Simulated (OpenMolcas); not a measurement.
# Au⁵⁺ among point charges: CASSCF and CASPT2 levels and susceptibility

How does a field of 6 point charges split the states of Au⁵⁺, and what χT follows?

Method: state-averaged CASSCF and CASPT2, spin-orbit coupling by RASSI with atomic mean-field integrals. Code: OpenMolcas 26.06.

### 1 The atom as given

| Property | Result |
| --- | --- |
| Species | Au⁵⁺ (gold, Z = 79, 74 electrons) |
| Basis | ANO-RCC-VDZP [7s6p4d2f], 59 functions |
| Scalar Hamiltonian | DKH2, point nucleus |
| Inactive shells | 1s 2s 2p 3s 3p 3d 4s 4p 4d 4f 5s 5p |
| Active space | 6 electrons in 5 orbitals (5d) |
| Some configurations of this space | 5d⁶ |
| Orbitals | optimised for each spin and parity, averaged over all roots |

The outer shells:

5d6
```
5d [↑↓][↑ ][↑ ][↑ ][↑ ]
```

The ion sits among 6 point charges of -1.5 e arranged as a tetragonal octahedron (D4h), 1.9 Å from the ion, with the axial distance 1.691 Å.

The work runs as a chain of OpenMolcas steps in one folder; each step below is one input file. Labels, J, g values, rates, χT and fits are worked out afterwards by a script from the matrices that RASSI stores. The input lists half of the charges; inversion (Group=XYZ) makes the rest.

### 2 Basis and integrals

a.inp

```
&GATEWAY
Coord
1

Au 0.0 0.0 0.0
Basis=ANO-RCC-VDZP
Group=XYZ
NoMove
AngMom=0.0 0.0 0.0
AMFI
XField
3 Angstrom 0
1.900000 0.000000 0.000000 -1.500000
0.000000 1.900000 0.000000 -1.500000
0.000000 0.000000 1.691000 -1.500000
&SEWARD
```

### 3 CASSCF: quintets of even parity, 5 roots

a.inp

```
&RASSCF
FileOrb=start.orb
Symmetry=1
Spin=5
nActEl=6 0 0
Inactive=15 19
Ras2=5 0
CIRoot=5 5 1
SDav=5
CIMx=300
Iter=120 100
PrWF=0.3
OrbListing=Nothing
MaxOrb=0
>>> COPY $Project.JobIph JOB001
```

start.orb holds the contracted functions of the basis, ordered by shell, or the orbitals of the step before.

### 4 CASSCF: triplets of even parity, 45 roots

a.inp

```
&RASSCF
FileOrb=start.orb
Symmetry=1
Spin=3
nActEl=6 0 0
Inactive=15 19
Ras2=5 0
CIRoot=45 45 1
SDav=45
CIMx=300
Iter=120 100
PrWF=0.3
OrbListing=Nothing
MaxOrb=0
>>> COPY $Project.JobIph JOB002
```

### 5 Reference wave functions, singlets of even parity, 50 roots

a.inp

```
&RASSCF
FileOrb=start.orb
Symmetry=1
Spin=1
nActEl=6 0 0
Inactive=15 19
Ras2=5 0
CIRoot=50 50 1
SDav=50
CIMx=300
Iter=120 100
PrWF=0.3
OrbListing=Nothing
MaxOrb=0
>>> COPY $Project.JobIph JOB003
```

### 6 RASSI: spin-orbit coupling between the states

a.inp

```
&RASSI
NrOfJobIphs=3 5 45 50
1 2 3 4 5
1 2 3 4 5 6 7 8 9 10 11 12 13 14 15 16 17 18 19 20 21 22 23 24 25 26 27
28 29 30 31 32 33 34 35 36 37 38 39 40 41 42 43 44 45
1 2 3 4 5 6 7 8 9 10 11 12 13 14 15 16 17 18 19 20 21 22 23 24 25 26 27
28 29 30 31 32 33 34 35 36 37 38 39 40 41 42 43 44 45 46 47 48 49 50
IphNames
JOB001
JOB002
JOB003
EJob
SpinOrbit
DIPRint=1.0
SOCoupling=1000.0
Subsets=2
Property=9
'ANGMOM' 1 'ANGMOM' 2 'ANGMOM' 3 'MLTPL  1' 1 'MLTPL  1' 2 'MLTPL  1' 3
'AMFI' 1 'AMFI' 2 'AMFI' 3
SOProperty=3
'ANGMOM' 1 'ANGMOM' 2 'ANGMOM' 3
```

### 7 CASPT2: IPEA 0.25, imaginary shift 0.1 (closed shells correlated: 5s 5p)

a.inp

```
>>> COPY JOB001 $Project.JobIph
&CASPT2
Multistate=5 1 2 3 4 5
NoMult
Frozen=14 16
IPEA=0.25
Imaginary=0.1
MaxIter=60
WThr=0.0 0.3 0.05
PrWF=0.5
NoMix
>>> COPY JOB002 $Project.JobIph
&CASPT2
Multistate=45 1 2 3 4 5 6 7 8 9 10 11 12 13 14 15 16 17 18 19 20 21 22
23 24 25 26 27 28 29 30 31 32 33 34 35 36 37 38 39 40 41 42 43 44 45
NoMult
Frozen=14 16
IPEA=0.25
Imaginary=0.1
MaxIter=60
WThr=0.0 0.3 0.05
PrWF=0.5
NoMix
>>> COPY JOB003 $Project.JobIph
&CASPT2
Multistate=50 1 2 3 4 5 6 7 8 9 10 11 12 13 14 15 16 17 18 19 20 21 22
23 24 25 26 27 28 29 30 31 32 33 34 35 36 37 38 39 40 41 42 43 44 45 46
47 48 49 50
NoMult
Frozen=14 16
IPEA=0.25
Imaginary=0.1
MaxIter=60
WThr=0.0 0.3 0.05
PrWF=0.5
NoMix
```

(Steps that only read results are left out.)

Before running it: what results should come out? Wanted: spin-free ground state; first state of the same spin within the active space; lowest level; next level.

As calculated:

```
                                            quantity                                                                        value
                                              method  SS-CASPT2, IPEA 0.25, imaginary shift 0.1 (closed shells correlated: 5s 5p)
                              spin-free ground state                                              5B2, 1-fold in its orbital part
first state of the same spin within the active space                                                              5E at 3490 cm⁻¹
                                        lowest level                                                                    1-fold A1
                                          next level                                                                   362.6 cm⁻¹
                                         χT at 300 K                                                               3.06 cm³ K/mol
                           effective moment at 300 K                                                                      4.94 μB
```

Cost by method:

```tsv
method	time of its own steps	time with the reference
A. CASSCF	23 s	23 s
B. SS-CASPT2, IPEA 0.25, imaginary shift 0.1, +5s 5p	7.7 s	31 s
```

Times are of one thread on a shared host.

In words: The spin-free ground state (5B2) comes to 100 % from free-ion D terms and keeps the highest spin of the shell. χT at 300 K is 3.06, against 3.01 cm³ K/mol for the spin alone; near agreement at one temperature doesn't show that the orbital moment is quenched. An active space of the d shell alone favours high spin; real ions in strong fields can be low spin. The field of point charges can differ much from that of real complexes. With metal d orbitals alone active, the gaps between spin states are rough; where two lie within a few thousand cm-1, their order is open. Point charges carry no covalency, so the field is a model and not that of real ligands.
